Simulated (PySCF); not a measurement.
# ZrBr₂: triplet, from a bent start

The task is one start of a wider search on ZrBr₂: the triplet, from a bent start. It is relaxed, tested by its Hessian and followed downhill if it is a saddle.

Method: PBE, basis Zr def2-TZVP with ECP28, Br def2-TZVP, scalar-relativistic core potentials, no spin–orbit coupling, density fitting; program: PySCF 2.14.0.

### 1 The system as given

3 atoms, charge 0, spin multiplicity 3.

Bond lengths: Zr1–Br2 2.680 Å, Zr1–Br3 2.680 Å. Angles: Br2–Zr1–Br3 110.0°.

```xyz
3
charge 0 multiplicity 3
Zr    0.0000    0.0000    0.0000
Br    2.1953    0.0000    1.5372
Br   -2.1953    0.0000    1.5372
```

### 2 The SCF at the typed geometry

One driver script runs all steps and calls PySCF; scf.py shows how it sets up the SCF of each step. The optimiser is the driver's own. After this first run the driver tries any further starts and a stability analysis.

The input, scf.py:

```python
from pyscf import gto, scf, dft
mol = gto.M(atom='''
Zr     0.000000     0.000000     0.000000
Br     2.195300     0.000000     1.537200
Br    -2.195300     0.000000     1.537200''',
    basis={'Zr': 'def2-TZVP', 'Br': 'def2-TZVP'},
    ecp={'Zr': 'def2-TZVP'},
    charge=0, spin=2)
mf = dft.UKS(mol, xc='PBE')
mf.grids.atom_grid = (50, 194)
aux = {'Zr': 'def2-universal-JKFIT', 'Br': 'def2-universal-JKFIT'}
mf = mf.density_fit(auxbasis=aux)
mf.conv_tol = 1e-08
mf.diis_space = 10
mf.max_cycle = 60
mf.init_guess = 'minao'
mf.verbose = 4
mf.kernel()
```

The run is started by

```bash
$ OMP_NUM_THREADS=4 python axn.py task.json out
```

The runs that follow: Relaxing the triplet from the bent start; Hessian and properties.

Before running it: what results should come out? Wanted: minimum; geometry; wavenumbers; dipole moment; highest occupied, lowest empty level; polar-tensor charge of Zr1; zero-point energy; atomisation energy; ⟨S²⟩.

As calculated:

```
                                          quantity                                value
                                           minimum                         triplet, C2v
                                          geometry  Zr–Br 2.502 Å (×2); Br–Zr–Br 140.0°
                                wavenumbers (cm⁻¹)          41 (a1), 232 (a1), 303 (b2)
                                     dipole moment                               1.61 D
highest occupied, lowest empty level (either spin)                      -4.54, -3.91 eV
                        polar-tensor charge of Zr1                              +1.03 e
                                 zero-point energy                           3.4 kJ/mol
                               entropy at 298.15 K                      337.1 J/(mol K)
         atomisation energy (no zero-point energy)                           907 kJ/mol
                                              ⟨S²⟩                                2.007
```

The bent start keeps its C2v symmetry and ends in a minimum. In the infrared the band at 303 cm⁻¹ (b2, stretch) leads. Most of the spin sits on Zr1 (Mulliken spin 2.11, against 2 for the whole molecule). Only this shape and spin were tried, so other structures or states may lie lower. Open d and f shells are described by one determinant, and the ground state may have another occupation or spin.
